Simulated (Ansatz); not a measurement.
**Tantalum, diamond under PBEsol: from relaxation to bulk modulus**

Aim: take tantalum in the diamond structure, relax it, solve it on a dense k-mesh, then scale the cell to 7 volumes from 88 to 112 % of the relaxed one and try a fit of the equation of state. Spin polarisation is left out. The k-meshes are 9×9×9 for the relaxation; 15×15×15 for the dense run; 10×10×10 for the volumes.

This is Ta in the diamond structure; at room conditions it is bcc.

Method: DFT PBEsol, plane waves (420 eV) with PAW, scalar-relativistic; PAW files made under PBE, frozen cores solved again for the functional, in Ansatz 0.2.0.

## Step 1: The system as given

The structure is cubic, space group Fd-3m (No. 227). The conventional cell has a = 5.800 Å, b = 5.800 Å, c = 5.800 Å, α = 90.00°, β = 90.00°, γ = 90.00°. Ta (site symmetry -43m) has 4 Ta at 2.51 Å as nearest neighbours.

Coordinates:

```xyz
2
Lattice="0.0000 2.8999 2.8999 2.8999 0.0000 2.8999 2.8999 2.8999 0.0000" Properties=species:S:1:pos:R:3 pbc="T T T"
Ta    0.7250    0.7250    0.7250
Ta    5.0748    5.0748    5.0748
```

## Step 2: Relaxing cell and atoms

File input.yaml:

```yaml
crystal:
  lattice:
    - [0.0, 2.8998653517, 2.8998653517]
    - [2.8998653517, 0.0, 2.8998653517]
    - [2.8998653517, 2.8998653517, 0.0]
  atoms:
    - { symbol: Ta, position: [0.125, 0.125, 0.125] }
    - { symbol: Ta, position: [0.875, 0.875, 0.875] }
hamiltonian:
  xc: pbesol
  pseudopotentials:
    kind: paw
    azcp:
      Ta: "pseudopotentials/Ta.paw.azcp"
basis:
  ecutwfc: 420
  fft_grid_basis: typed
kpoints:
  mp_grid: { grid: [9, 9, 9], shift: [0, 0, 0] }
magnetization:
  spin_polarized: false
scf:
  occupations: { method: fermi_dirac, width: 0.1 }
relax:
  max_steps: 60
  f_tol: 0.01
  cell: {}
output:
  write_density: true
  write_potential: true
  elf: true
  volumetric_format: npy
```

The runs that follow: The energy on a finer k-mesh; At 88 % of the relaxed volume; At 92 % of the relaxed volume; At 96 % of the relaxed volume; At 100 % of the relaxed volume; At 104 % of the relaxed volume; At 108 % of the relaxed volume; At 112 % of the relaxed volume.

Before running it: what results should come out? Wanted: space group; conventional cell; volume; shortest distance; gap on the mesh; relative to bcc; V₀, B₀, B₀′.

As calculated:

| quantity | value |
| --- | --- |
| space group (spins left aside) | Fd-3m (No. 227) |
| conventional cell | a = 6.005 Å |
| volume | 27.063 Å³/atom |
| shortest distance | 2.600 Å |
| gap on the mesh | none (levels filled in part) |
| relative to bcc | +3042 meV/atom |
| V₀, B₀, B₀′ | 27.034 Å³/atom, 76 GPa, 3.2 |

The relaxation enlarged the cell by 11.0 % in volume. It lies 3042 meV/atom above the element's reference form at the same level (bcc, from a run of its own), so it is far from stable. No gap shows: it is a metal or semimetal at this level. B₀ comes out at 76 GPa. Relaxation kept the symmetry; phonons were not checked.
